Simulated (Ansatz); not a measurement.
From input file to script: CH8N2Si2, SMILES N[SiH]1NC[SiH2]1 in Ansatz 0.2.0.

```yaml
crystal:
  periodic: [false, false, false]
  atoms:
    - { symbol: "N", position_ang: [-1.691, -1.53, 0.0523] }
    - { symbol: Si, position_ang: [-0.1557, -1.0207, -0.2684] }
    - { symbol: "N", position_ang: [-0.0524, 0.1128, 0.9874] }
    - { symbol: C, position_ang: [0.9758, 1.1362, 0.4145] }
    - { symbol: Si, position_ang: [0.3461, 0.8115, -1.4321] }
    - { symbol: H, position_ang: [-2.2302, -0.6372, 0.3648] }
    - { symbol: H, position_ang: [-1.7223, -2.1129, 0.8417] }
    - { symbol: H, position_ang: [0.8604, -2.072, 0.0088] }
    - { symbol: H, position_ang: [0.3378, -0.3126, 1.8905] }
    - { symbol: H, position_ang: [1.9705, 0.9114, 0.5859] }
    - { symbol: H, position_ang: [0.6962, 2.15, 0.7728] }
    - { symbol: H, position_ang: [1.5145, 0.7957, -2.3483] }
    - { symbol: H, position_ang: [-0.8293, 1.733, -1.855] }
basis:
  gaussian:
    orbitals: cc-pVDZ
hamiltonian:
  xc: pbe
relax:
  f_tol: 0.01
```

Run as a notebook:

**Cell 1**
```python
import ansatz as az
import numpy as np

GEOMETRY = """
N    -1.69100   -1.53000    0.05230
Si   -0.15570   -1.02070   -0.26840
N    -0.05240    0.11280    0.98740
C     0.97580    1.13620    0.41450
Si    0.34610    0.81150   -1.43210
H    -2.23020   -0.63720    0.36480
H    -1.72230   -2.11290    0.84170
H     0.86040   -2.07200    0.00880
H     0.33780   -0.31260    1.89050
H     1.97050    0.91140    0.58590
H     0.69620    2.15000    0.77280
H     1.51450    0.79570   -2.34830
H    -0.82930    1.73300   -1.85500
"""
```

**Cell 2**
```python
mol = az.Crystal.molecule()
for line in GEOMETRY.strip().splitlines():
    symbol, *xyz = line.split()
    mol = mol.atom(symbol, [float(v) for v in xyz])

base = mol.calculation().basis(gaussian="cc-pVDZ").functional("pbe")
symbols = [site.symbol for site in mol.cartesian_sites]
start = np.array([site.position_ang for site in mol.cartesian_sites], dtype=float)
report = base.relax(force_tolerance=0.01).run().report
end = np.array(report["positions_ang"])
```

**Cell 3**
```python
print("reference energy %16.6f eV" % report["reference_energy_ev"])
print("total energy     %16.6f eV" % report["free_energy_ev"])
print("occupied (up, down):", report["n_occupied"], " virtual:", report["n_virtual"], " frozen:", report["n_frozen"])
```
Output:
```text
reference energy    -19889.621467 eV
total energy        -19889.621467 eV
occupied (up, down): [28, 28]  virtual: [90, 90]  frozen: 0
```

**Cell 4**
```python
print("bond        before    after (A)")
for i, j in [(0, 1), (0, 5), (0, 6), (1, 2), (1, 4), (1, 7), (2, 3), (2, 8), (3, 4), (3, 9), (3, 10), (4, 11), (4, 12)]:
    d0, d1 = (np.linalg.norm(xyz[i] - xyz[j]) for xyz in (start, end))
    print(f"{symbols[i]}{i}-{symbols[j]}{j}".ljust(10), f"{d0:8.4f} {d1:8.4f}")
for i, j, k in [(1, 0, 5), (1, 0, 6), (5, 0, 6), (0, 1, 2), (0, 1, 4), (0, 1, 7), (2, 1, 4), (2, 1, 7)]:
    u, v = end[i] - end[j], end[k] - end[j]
    print(f"angle {symbols[i]}{i}-{symbols[j]}{j}-{symbols[k]}{k}: {np.degrees(np.arccos(np.clip(u @ v / np.linalg.norm(u) / np.linalg.norm(v), -1, 1))):.2f} deg")
with open("ch8n2si2_opt.xyz", "w") as handle:
    handle.write(f"{len(symbols)}\nrelaxed CH8N2Si2\n")
    handle.writelines(f"{s:2s} {x:11.6f} {y:11.6f} {z:11.6f}\n" for s, (x, y, z) in zip(symbols, end))
```
Output:
```text
bond        before    after (A)
N0-Si1       1.6491   1.7530
N0-H5        1.0888   1.0245
N0-H6        0.9818   1.0244
Si1-N2       1.6949   1.7755
Si1-Si4      2.2278   2.3562
Si1-H7       1.4881   1.5170
N2-C3        1.5597   1.4757
N2-H8        1.0718   1.0257
C3-Si4       1.9778   1.9463
C3-H9        1.0341   1.1151
C3-H10       1.1110   1.1147
Si4-H11      1.4849   1.5123
Si4-H12      1.5523   1.5130
angle Si1-N0-H5: 119.16 deg
angle Si1-N0-H6: 118.31 deg
angle H5-N0-H6: 110.41 deg
angle N0-Si1-N2: 119.57 deg
angle N0-Si1-Si4: 122.25 deg
angle N0-Si1-H7: 101.87 deg
angle N2-Si1-Si4: 75.70 deg
angle N2-Si1-H7: 116.24 deg
```

What to keep in mind:
- Total energies depend on the basis set; only differences at equal settings carry meaning.
- The end point is the stationary point reached from this start; no frequency run checks that it is a minimum, and the basis set is modest.
- Wall time of the script: 80 s on 1 thread of Arm Neoverse V1, on a shared host, peak memory 0.24 GiB.

(Lines on the test bed's own set-up are left out of the output.)
